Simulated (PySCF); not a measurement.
# F5V ([VF5]2-): the cost of one run

Computed with PySCF 2.14.0 and routines of our own; the level stands in each step. Atoms count from 0.

### Step 1. The starting structure

6 atoms, charge -2, states of the metal's open shell are computed; geometry from: model start, shaken.

### Step 2. Relaxing the molecule at PBE0-D3(BJ)/def2-TZVP

What the job is given:

```
{"job": {"xc": "PBE0", "basis": "def2-TZVP", "d3": "d3bj", "grid": 1, "maxiter": 45, "solvent": "water", "kind": "geom"}, "charge": -2, "metal": "V", "open_shell": "d2"}
V      0.000020     0.004480    -0.004110
F     -0.013360    -0.006820     1.865130
F      0.000900     0.020100    -1.887380
F      1.870690     0.007350     0.005350
F     -0.938420     1.614170    -0.000440
F     -0.929570    -1.648290    -0.006860
```

Launch:

```sh
OMP_NUM_THREADS=1 python lf_run.py task.json out
```

One launch serves the whole session: the jobs run in the order shown.

**Question.** How long does this first job take on 1 thread of Arm Neoverse V1, shared host, and how much memory does it need?

About 2.2 min, with a peak of 1.2 GiB.
